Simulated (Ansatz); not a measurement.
# HN2Cl: the cost of one run

Program: Ansatz 0.2.0. Level of theory: DFT PBEsol, plane waves, PAW, scalar-relativistic, no spin polarisation. These are calculated values, not measurements.

### Step 1. The system as given

The cell holds 20 atoms (Cl5H5N10): a = 8.432 Å, b = 8.432 Å, c = 8.432 Å, α = 90.00°, β = 90.00°, γ = 90.00°.

Its coordinates follow in the input file.

### Step 2. Relaxing the start

Contents of input.yaml:

```yaml
accuracy: low
crystal:
  lattice:
    - [8.431983, 0.0, 0.0]
    - [0.0, 8.431983, 0.0]
    - [0.0, 0.0, 8.431983]
  atoms:
    - { symbol: "N", position: [0.1004215, 0.9202338, 0.3488472] }
    - { symbol: "N", position: [0.1253771, 0.863025, 0.4674362] }
    - { symbol: "N", position: [0.7121761, 0.1265324, 0.5998207] }
    - { symbol: "N", position: [0.7218567, 0.0189061, 0.5205625] }
    - { symbol: "N", position: [0.3475682, 0.2836755, 0.7311836] }
    - { symbol: "N", position: [0.4697569, 0.2293888, 0.7221347] }
    - { symbol: "N", position: [0.4433124, 0.6353339, 0.7447361] }
    - { symbol: "N", position: [0.4517523, 0.6422064, 0.6111676] }
    - { symbol: "N", position: [0.9703721, 0.4980687, 0.9307576] }
    - { symbol: "N", position: [1.0107795, 0.6093442, 0.993559] }
    - { symbol: Cl, position: [0.5197362, 0.3474457, 0.2856189] }
    - { symbol: H, position: [0.6620641, 0.3672496, 0.2366911] }
    - { symbol: Cl, position: [0.1580216, 0.1707828, -0.0102639] }
    - { symbol: H, position: [0.0245876, 0.1285288, 0.0485011] }
    - { symbol: Cl, position: [0.7870774, 0.6728394, 0.2526001] }
    - { symbol: H, position: [0.7326746, 0.6426597, 0.114134] }
    - { symbol: Cl, position: [0.4167869, 0.8018427, 0.0425303] }
    - { symbol: H, position: [0.4510304, 0.6716891, 0.1127497] }
    - { symbol: Cl, position: [0.8282662, 0.7670479, 0.7543188] }
    - { symbol: H, position: [0.9437917, 0.6836259, 0.7019929] }
basis:
  ecutwfc: 420.0
kpoints:
  mp_grid: { grid: [1, 1, 1] }
hamiltonian:
  xc: pbesol
scf:
  occupations: { method: fermi_dirac, width: 0.05 }
  lower_state_search: "off"
relax:
  f_tol: 0.3
  max_steps: 15
  adjacent_minimum: "off"
```

Started as:

```
$ ansatz run input.yaml --threads 1 --pin off --max-ram 3072MiB --backend cpu --events-out ev --progress --plain --runs-dir out
```

**Question.** How long does this run take on 1 thread of Arm Neoverse V1, shared host, and how much memory does it need?

About 44 s, with a peak of 0.49 GiB.
